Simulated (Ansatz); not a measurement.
**SnH4Se3: basis-set convergence**

One table from this session's results is given with a row withheld; the runs are named, their logs left out.

Method: one geometry, several basis sets; program: Ansatz 0.2.0, Gaussian basis.

Levels to be run: PBE0-D4/def2-SVP; ωB97M-V/def2-SVP; PBE0-D4/def2-QZVPP; ωB97M-V/def2-QZVPP; the functionals' def2-TZVPP values are taken from earlier runs.

1 further run of the same task is left out (for a known fault of the program). Runs told in other sessions of the task aren't counted.

### The relaxed structure

The geometry comes from an earlier relaxation with PBE0-D4 in a triple-zeta def2 set; it is a stationary point, not always the lowest conformer. Sn takes the def2 core potential; no spin-orbit term is included.

SMILES `[SeH][SnH]([SeH])[SeH]`, 8 atoms, charge 0, spin multiplicity 1.

Atoms are counted from 1 here; the program's logs count them from 0.

Bond lengths: Se1–Sn2 2.525 Å, Se1–H5 1.471 Å, Sn2–Se3 2.523 Å, Sn2–Se4 2.527 Å, Sn2–H6 1.707 Å, Se3–H7 1.469 Å, Se4–H8 1.470 Å. Angles: Sn2–Se1–H5 91.5°, Se1–Sn2–Se3 107.4°, Se1–Sn2–Se4 105.3°, Se1–Sn2–H6 113.6°, Se3–Sn2–Se4 112.7°, Se3–Sn2–H6 106.7°, Se4–Sn2–H6 111.2°, Sn2–Se3–H7 91.0°, Sn2–Se4–H8 91.8°.

Set-up of the first run:

Contents of in.yaml:

```yaml
crystal:
  periodic: [false, false, false]
  atoms:
    - {symbol: Se, position_ang: [-0.614715, 1.558321, -1.838105]}
    - {symbol: Sn, position_ang: [0.093353, 0.394363, 0.287851]}
    - {symbol: Se, position_ang: [2.577404, -0.019698, 0.132164]}
    - {symbol: Se, position_ang: [-1.251568, -1.744537, 0.354855]}
    - {symbol: H, position_ang: [-2.036791, 1.401233, -1.497626]}
    - {symbol: H, position_ang: [-0.160138, 1.328464, 1.694519]}
    - {symbol: H, position_ang: [2.374694, -0.992798, -0.949606]}
    - {symbol: H, position_ang: [-0.890140, -1.982449, 1.760147]}
basis:
  gaussian: {orbitals: def2-SVP}
hamiltonian: {xc: pbe0, dispersion: d4}
output: {orbitals: {seedname: orbitals}}
```

Run with:

```
$ ansatz run in.yaml --threads 4 --pin off --events-out ev --progress --plain --max-ram 11315MiB
```

Steps of the session up to this table: PBE0-D4 in def2-SVP; ωB97M-V in def2-SVP; PBE0-D4 in def2-QZVPP; ωB97M-V in def2-QZVPP.

One table of the session follows, with a row left open; its other results are not shown here.

It belongs to the step «Density functionals: the series». 

```
functional       basis  HOMO (eV)  LUMO (eV)
   PBE0-D4    def2-SVP      -7.01      -1.62
   PBE0-D4  def2-TZVPP      -7.12      -1.81
   PBE0-D4  def2-QZVPP      -7.14      -1.84
   ωB97M-V    def2-SVP      -9.10       0.30
   ωB97M-V  def2-TZVPP          ?          ?
   ωB97M-V  def2-QZVPP      -9.26      -0.06
```

Estimate the missing values for ωB97M-V, def2-TZVPP.

The run gave: HOMO (eV): -9.23; LUMO (eV): 0.00. In the column «HOMO (eV)» it lies between ωB97M-V, def2-QZVPP (-9.26) and ωB97M-V, def2-SVP (-9.10).
